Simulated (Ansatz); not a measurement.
Runs of Ansatz 0.2.0 on CS2. Symmetry: Cmce, No. 64, orthorhombic system. Conventional cell: a = 7.292 Å, b = 5.989 Å, c = 9.851 Å, α = 90.00°, β = 90.00°, γ = 90.00°. S (site symmetry m) has 1 C at 1.56 Å as nearest neighbours. C (site symmetry 2/m) has 2 S at 1.56 Å as nearest neighbours. The cell comes from a database or a generator and needn't be the stable form of this composition.

```csv
level,cutoff (eV),gap on the mesh (eV),pressure (GPa),largest force (eV/Å)
revPBE,420,3.47,1.2,0.39
LDA,420,3.32,-1.1,0.22
PBEsol,420,3.41,-0.1,0.09
RPBE,420,3.47,1.3,0.46
r2SCAN,500,(d),-0.7,(c)
PBE,420,3.41,(a),0.26
BLYP,420,3.38,1.0,(b)
```

Alike in all rows: task band structure; potentials or basis Ansatz PAW; no spin polarisation; cell as given; k mesh 6 × 6 × 3; smearing fermi-dirac 0.05 eV.

Problem. Fill in the values left out.

Solution. (a) 0.4; (b) 0.41; (c) 0.21; (d) 3.75.

Caveats: the PAW data sets come from PBE, with cores solved anew for the run's functional, which leaves a small shift of forces and pressure (some runs).

